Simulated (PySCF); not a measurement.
# Br6W ([WBr6]-): the cost of one run

Programs: PySCF 2.14.0, with routines of our own; each step states its level. All values are computed. Atoms count from 0.

## (1) The starting structure

7 atoms, charge -1, states of the metal's open shell are computed; geometry from: model start, shaken.

## (2) Geometry optimisation at PBE0-D3(BJ)/def2-SVP

What the job is given:

```
{"job": {"xc": "PBE0", "basis": "def2-SVP", "d3": "d3bj", "grid": 1, "maxiter": 45, "kind": "geom"}, "charge": -1, "metal": "W", "open_shell": "d1"}
W      0.000020     0.004480    -0.004110
Br    -0.013360    -0.006820     2.465130
Br     0.000900     0.020100    -2.487380
Br     2.470690     0.007350     0.005350
Br    -2.478420    -0.013960    -0.000440
Br     0.010430     2.459840    -0.006860
Br    -0.028520    -2.499340    -0.027630
```

The run is started by

```bash
$ OMP_NUM_THREADS=1 python lf_run.py task.json out
```

The driver reads the jobs from task.json and runs them one after another.

Q: Estimate the wall time and peak memory of this first job on 1 thread of AMD EPYC 7R43, shared host.

About 28 min, with a peak of 2 GiB.
